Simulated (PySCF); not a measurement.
# C4H9Br: the cost of one run

The runs use PySCF 2.14.0, with density-fitted response routines of our own; the level of theory stands in each step. All values are computed, except where a source is named. Atoms are numbered from 0 throughout.

### Step 1. The molecule as given

14 atoms, charge 0, multiplicity 1; geometry from: MMFF94s. The atoms were then displaced at random by about 0.03 Å, so the start is not that level's minimum.

Bonds of the start (Å): C0–C1 1.47, C1–C2 1.50, C2–C3 1.67, C3–Br4 1.88, C0–H5 1.01, C0–H6 1.13, C0–H7 1.13, C1–H8 1.15, C1–H9 1.10, C2–H10 1.10, C2–H11 1.05, C3–H12 1.12, C3–H13 1.11.

### Step 2. Geometry optimisation at PBE0-D3(BJ)/def2-SVP

What the job is given:

```
{"job": {"xc": "PBE0", "basis": "def2-SVP", "d3": "d3bj", "grid": 1, "shake": 0.03, "kind": "geom"}, "charge": 0, "multiplicity": 1}
C     -1.893090    -0.304420    -0.178950
C     -0.671890     0.250540     0.419340
C      0.499540    -0.231360    -0.387990
C      1.951620     0.279870     0.253330
Br     3.365330    -0.389110    -0.798130
H     -2.003670    -1.307220    -0.214090
H     -2.033770     0.128640    -1.218050
H     -2.763350     0.149760     0.372790
H     -0.598530    -0.072220     1.520060
H     -0.671310     1.352650     0.485740
H      0.531520    -1.329930    -0.369960
H      0.505520     0.126300    -1.380130
H      1.828410     1.395450     0.235500
H      1.934230    -0.092770     1.303790
```

The run is started by

```
> OMP_NUM_THREADS=1 python probes_run.py task.json out
```

The driver reads the jobs from task.json and runs them one after another.

Q: Estimate the wall time and peak memory of this first job on 1 thread of Arm Neoverse V1, shared host.

About 45 s, with a peak of 0.5 GiB.
